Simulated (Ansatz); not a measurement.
Task: a comparison of functionals at one structure of LaSe₂, space group P4/nmm, with the Ansatz DFT code, driven from Python. Give the script and its output. Settings (first run): BLYP, PAW, the default cutoff (420 eV here), 6×6×4 k-points, Fermi-Dirac smearing of 0.1 eV. The script varies functional: blyp, pbesol, lda.

```
La Se
1.0
     4.22502    0.00000    0.00000
     0.00000    4.22502    0.00000
     0.00000    0.00000    8.69487
La Se
2 4
Cartesian
  0.0000 2.1125 6.3013
  2.1125 0.0000 2.3936
  0.0000 2.1125 3.1792
  2.1125 0.0000 5.5157
  0.0000 0.0000 0.0000
  2.1125 2.1125 0.0000
```

`lase2.py`:
```python
# -*- coding: utf-8 -*-
"""Functional comparison for LaSe2 (totals differ with the potentials too)."""

import argparse
import csv

import ansatz as az

parser = argparse.ArgumentParser(description="Functional comparison for LaSe2 (totals differ with the potentials too).")
parser.add_argument("--mesh", type=int, nargs=3, default=[6, 6, 4], help="k-point sampling")
parser.add_argument("--filling", default="fermi_dirac", help="how the bands are filled")
parser.add_argument("--sigma", type=float, required=True, help="smearing width (eV)")
args = parser.parse_args()

cell = (
    az.Lattice.of((4.225015, 0.0, 0.0), (0.0, 4.225015, 0.0), (0.0, 0.0, 8.694872))
    .atom("La", (0.0, 0.5, 0.724711))
    .atom("La", (0.5, 0.0, 0.275289))
    .atom("Se", (0.0, 0.5, 0.365638))
    .atom("Se", (0.5, 0.0, 0.634362))
    .atom("Se", (0.0, 0.0, 0.0))
    .atom("Se", (0.5, 0.5, 0.0))
)

job = (
    cell.calculation()
    .pseudopotentials("paw")
    .kpoints(*args.mesh)
    .occupations(args.filling, width=args.sigma)
)

rows = []
for value in ["blyp", "pbesol", "lda"]:
    report = job.functional(value).run(threads=1, backend="cpu").report
    rows.append((value, report["free_energy_ev"] / len(report["lattice"]["sites"]), report["n_iterations"], report["n_kpoints"]))

with open("xc.csv", "w", newline="") as handle:
    writer = csv.writer(handle)
    writer.writerow(["functional", "F/atom (eV)", "iterations", "k-points"])
    writer.writerows([round(v, 5) if isinstance(v, float) else v for v in row] for row in rows)
print(open("xc.csv").read())
```

```console
$ python lase2.py --sigma 0.1
DeckWarning: basis.ecutwfc = 420 eV, auto-derived from the records' recommended cutoffs: set by La (normal level)
functional,F/atom (eV),iterations,k-points
blyp,-5744.82405,8,30
pbesol,-5671.65884,9,30
lda,-5615.99079,9,30
```
(Warnings from the package without file and line.)

Caveats:
- BLYP can be off by several per cent in the lattices of metals, and by several GPa in the pressure at a fixed cell.
- This cell is a computed structure, which may not be the phase found in nature.
- Total energies of different functionals can't be compared; pressures, moments and gaps at this one structure can.
- Run time: 40 s on 1 thread of Arm Neoverse V2, on a shared host, peak memory 0.54 GiB.
